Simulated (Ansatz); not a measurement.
# CH₃F₃Si: a ladder of functionals and wavefunction methods

Aim: compute CH₃F₃Si with functionals from several rungs and with coupled cluster. The yardstick is the atomisation energy at the CCSD(T) limit.

The runs use Ansatz 0.2.0, Gaussian basis; functionals in def2-TZVPP, the program's frozen cores in correlated methods.

Levels to be run: LDA (SPW92), PBE-D4, revPBE-D4, BLYP-D4, r2SCAN-D4, B97M-V, PBE0-D4, B3LYP-D4, r2SCANh-D4, r2SCAN0-D4, HSE06-D4, BHLYP-D4, CAM-B3LYP-D4, LC-ωPBE, ωB97X-V, ωB97M-V, B2PLYP, PBE-QIDH; CCSD(T)/def2-SVP; CCSD(T)/def2-TZVPP; MP2/def2-QZVPP; extrapolation to the limit; RPA on PBE.

## (1) Structure used throughout

All runs share one geometry, relaxed beforehand with PBE0-D4 in a triple-zeta def2 set.

SMILES `FC[SiH](F)F`, 8 atoms, charge 0, spin multiplicity 1.

Atoms are counted from 1 here; the program's logs count them from 0.

Bond lengths: F1–C2 1.390 Å, C2–Si3 1.874 Å, C2–H6 1.096 Å, C2–H7 1.095 Å, Si3–F4 1.588 Å, Si3–F5 1.585 Å, Si3–H8 1.474 Å. Angles: F1–C2–Si3 109.3°, F1–C2–H6 108.5°, F1–C2–H7 108.6°, Si3–C2–H6 111.1°, Si3–C2–H7 111.4°, H6–C2–H7 107.7°, C2–Si3–F4 107.3°, C2–Si3–F5 109.7°, C2–Si3–H8 114.1°, F4–Si3–F5 107.7°, F4–Si3–H8 109.4°, F5–Si3–H8 108.5°.

## (2) LDA

This LDA is Slater exchange with PW92 correlation.

The input, in.yaml:

```yaml
crystal:
  periodic: [false, false, false]
  atoms:
    - {symbol: F, position_ang: [-0.819930, 1.741805, -0.078859]}
    - {symbol: C, position_ang: [-0.018852, 0.798203, 0.553812]}
    - {symbol: Si, position_ang: [0.026706, -0.766748, -0.476501]}
    - {symbol: F, position_ang: [0.834367, -1.854782, 0.351834]}
    - {symbol: F, position_ang: [0.820701, -0.497841, -1.821434]}
    - {symbol: H, position_ang: [-0.431127, 0.603217, 1.549986]}
    - {symbol: H, position_ang: [0.983412, 1.220490, 0.684034]}
    - {symbol: H, position_ang: [-1.303076, -1.301544, -0.818672]}
basis:
  gaussian: {orbitals: def2-TZVPP}
hamiltonian: {xc: lda}
output: {orbitals: {seedname: orbitals}}
```

Started as:

```sh
$ ansatz run in.yaml --threads 2 --pin off --events-out ev --progress --plain --max-ram 4352MiB
```

Further steps of the session: PBE-D4 (GGA); revPBE-D4 (GGA); BLYP-D4 (GGA); r2SCAN-D4 (meta-GGA); B97M-V (meta-GGA); PBE0-D4 (hybrid); B3LYP-D4 (hybrid); r2SCANh-D4 (hybrid); r2SCAN0-D4 (hybrid); HSE06-D4 (hybrid); BHLYP-D4 (hybrid); CAM-B3LYP-D4 (range-separated); LC-ωPBE (range-separated); ωB97X-V (range-separated); ωB97M-V (range-separated); B2PLYP (double hybrid); PBE-QIDH (double hybrid); CCSD(T) in def2-SVP; CCSD(T) in def2-TZVPP; MP2 in def2-QZVPP; RPA on PBE orbitals.

**Question.** What will the summary of the whole plan be? Wanted: atomisation energy, CCSD(T)/CBS; farthest beyond LDA; mean size of error, GGA; mean size of error, meta-GGA; mean size of error, hybrid; mean size of error, range-separated; mean size of error, double hybrid; gap, smallest and largest; T1 diagnostic.

As calculated:

| quantity | value |
| --- | --- |
| atomisation energy, CCSD(T)/CBS | 751.0 kcal/mol |
| functionals within 3.8 kcal/mol (0.5 %) | r2SCAN-D4, CAM-B3LYP-D4, ωB97X-V, ωB97M-V |
| farthest beyond LDA | BHLYP-D4 (-32.6 kcal/mol) |
| mean size of error, GGA | 9.1 kcal/mol |
| mean size of error, meta-GGA | 3.2 kcal/mol |
| mean size of error, hybrid | 14.7 kcal/mol |
| mean size of error, range-separated | 2.0 kcal/mol |
| mean size of error, double hybrid | 11.0 kcal/mol |
| gap, smallest and largest | 6.47 eV (LDA (SPW92)), 14.31 eV (LC-ωPBE) |
| T1 diagnostic | 0.0116 |
| triples share of the correlation energy | 2.9 % |

LDA overbinds by 108.3 kcal/mol (14 %). PBE-D4 is off by +7.8 kcal/mol. Double hybrids carry the basis error of their MP2 part in triple zeta, and no dispersion term here, so their miss is partly the set-up's. The rungs range-separated, meta-GGA miss on average by less than the doubt on the reference (3.8 kcal/mol), so they tie. The reference freezes the cores and leaves out relativity and excitations past (T), so misses under about 3.8 kcal/mol can't be ranked. Hartree-Fock recovers 74 % of the binding; the rest is correlation. CCSD(T) in def2-SVP is off by -56.9 kcal/mol, so the small basis spoils what the method gains. Orbital gaps span 6.5 to 14.3 eV; exact exchange widens them.
